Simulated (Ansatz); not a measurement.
# GdCu2: the cost of one run

Program: Ansatz 0.2.0. Level of theory: DFT PBEsol, scalar-relativistic, plane waves, PAW. These are calculated values, not measurements.

**1. The structure to begin with**

The cell holds 23 atoms (Cu16Gd7): a = 7.983 Å, b = 7.983 Å, c = 8.395 Å, α = 105.84°, β = 105.84°, γ = 115.22°.

The coordinates of this cell stand in the input of its own run.

The host was relaxed before at PBEsol: a = 4.276 Å, b = 6.740 Å, c = 7.225 Å, α = 90.00°, β = 90.00°, γ = 90.00° (conventional cell), 17.354 Å³/atom.

Places, in fractions of the supercell: a vacancy on Gd at (0.147, 0.897, 0.045). Its neighbours start displaced at random, with a spread of 0.05 Å in each coordinate.

**2. The perfect crystal in the supercell of 24 atoms**

Contents of input.yaml:

```yaml
crystal:
  lattice:
    - [-4.2763767653, -6.740447583, 0.0]
    - [-4.2763767653, 6.740447583, 0.0]
    - [4.2763767653, 0.0, -7.2247186314]
  atoms:
    - { symbol: Cu, position: [0.3049941601, 0.3598855386, 0.1648796987] }
    - { symbol: Cu, position: [0.0549941601, 0.6098855386, 0.6648796987] }
    - { symbol: Cu, position: [0.8049941601, 0.8598855386, 0.1648796987] }
    - { symbol: Cu, position: [0.5549941601, 0.1098855386, 0.6648796987] }
    - { symbol: Cu, position: [0.4450058399, 0.8901144614, 0.3351203013] }
    - { symbol: Cu, position: [0.1950058399, 0.1401144614, 0.8351203013] }
    - { symbol: Cu, position: [0.9450058399, 0.3901144614, 0.3351203013] }
    - { symbol: Cu, position: [0.6950058399, 0.6401144614, 0.8351203013] }
    - { symbol: Cu, position: [0.3901144614, 0.9450058399, 0.8351203013] }
    - { symbol: Cu, position: [0.1401144614, 0.1950058399, 0.3351203013] }
    - { symbol: Cu, position: [0.8901144614, 0.4450058399, 0.8351203013] }
    - { symbol: Cu, position: [0.6401144614, 0.6950058399, 0.3351203013] }
    - { symbol: Cu, position: [0.3598855386, 0.3049941601, 0.6648796987] }
    - { symbol: Cu, position: [0.1098855386, 0.5549941601, 0.1648796987] }
    - { symbol: Cu, position: [0.8598855386, 0.8049941601, 0.6648796987] }
    - { symbol: Cu, position: [0.6098855386, 0.0549941601, 0.1648796987] }
    - { symbol: Gd, position: [0.1473770158, 0.8973770158, 0.0447540317], spin: 7.67 }
    - { symbol: Gd, position: [0.8973770158, 0.1473770158, 0.5447540317], spin: 7.67 }
    - { symbol: Gd, position: [0.6473770158, 0.3973770158, 0.0447540317], spin: 7.67 }
    - { symbol: Gd, position: [0.3973770158, 0.6473770158, 0.5447540317], spin: 7.67 }
    - { symbol: Gd, position: [0.6026229842, 0.3526229842, 0.4552459683], spin: 7.67 }
    - { symbol: Gd, position: [0.3526229842, 0.6026229842, 0.9552459683], spin: 7.67 }
    - { symbol: Gd, position: [0.1026229842, 0.8526229842, 0.4552459683], spin: 7.67 }
    - { symbol: Gd, position: [0.8526229842, 0.1026229842, 0.9552459683], spin: 7.67 }
basis:
  ecutwfc: 420
  xc_grid: 2
kpoints:
  mp_grid: { grid: [3, 3, 3], shift: [0.0, 0.0, 0.0] }
hamiltonian:
  xc: pbesol
scf:
  occupations: { method: gaussian, width: 0.05 }
  lower_state_search: "off"
output:
  forces: true
  stress: true
  eigenvalues: true
  populations: true
  write_density: true
  write_potential: true
  elf: true
  volumetric_format: npy
magnetization:
  spin_polarized: true
```

Run with:

```sh
$ ansatz run input.yaml --threads 8 --pin off --max-ram 14336MiB --backend cpu --events-out ev --progress --plain --runs-dir out
```

Q: Estimate wall time and peak memory on 8 threads of Arm Neoverse V1, shared host.

About 75 s, with a peak of 4.5 GiB.
